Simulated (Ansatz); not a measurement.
# PbOSe: the cell at several levels of theory

How does the equilibrium cell of a free-standing Janus 2H monolayer of PbOSe depend on the functional? It is relaxed with PBE and r2SCAN. This is a trial cell built on a prototype, not taken from a measured structure, and it needn't be the compound's ground state.

Code: Ansatz 0.2.0. PAW datasets, plane waves, zero pressure. Spin-unpolarised throughout. Whether this structure exists isn't addressed.

## 1. The structure to begin with

The sheet's in-plane cell has a = 3.166 Å, b = 3.166 Å (γ = 120.0°), and its outermost atoms lie 3.09 Å apart along the normal. Pb has 3 O at 2.39 Å and 3 Se at 2.39 Å; O has 3 Pb at 2.39 Å; Se has 3 Pb at 2.39 Å.

Coordinates:

```
Pb O Se
1.0
     3.16644    0.00000    0.00000
    -1.58322    2.74222    0.00000
     0.00000    0.00000   18.00000
Pb O Se
1 1 1
Cartesian
  0.0000 1.8281 9.0000
  1.5832 0.9141 10.5458
  1.5832 0.9141 7.4542
```
Two periodic directions, a and b.

## 2. PBE: cell and atoms

The input, input.yaml:

```yaml
crystal:
  lattice:
    - [3.166440835, 0.0, 0.0]
    - [-1.5832204175, 2.7422182027, 0.0]
    - [0.0, 0.0, 18.0]
  atoms:
    - { symbol: Pb, position: [0.3333333333, 0.6666666667, 0.5] }
    - { symbol: O, position: [0.6666666667, 0.3333333333, 0.5858789728] }
    - { symbol: Se, position: [0.6666666667, 0.3333333333, 0.4141210272] }
  periodic: [true, true, false]
kpoints:
  mp_grid: { grid: [12, 12, 1] }
hamiltonian:
  xc: pbe
scf:
  occupations: { method: fermi_dirac, width: 0.02 }
relax:
  f_tol: 0.005
  cell: {}
```

On the command line:

```
ansatz run input.yaml --threads 4 --pin off --max-ram 5529MiB --backend cpu --events-out ev --progress --plain --runs-dir out
```

Further steps of the session: Relaxing with r2SCAN.

**Question.** What will these runs give? Wanted: for each run, a; area; SCF geometries.

As calculated:

```
 level  a (Å)  area (Å²/atom)  SCF geometries
   PBE  3.408           3.353              16
r2SCAN  3.344           3.228               7
```

What this shows: From the start to the first minimum the area moved by +15.8 %. r2SCAN gives the smallest cell and PBE the largest; they differ by 3.9 % in area, a mean of 1.9 % in length.
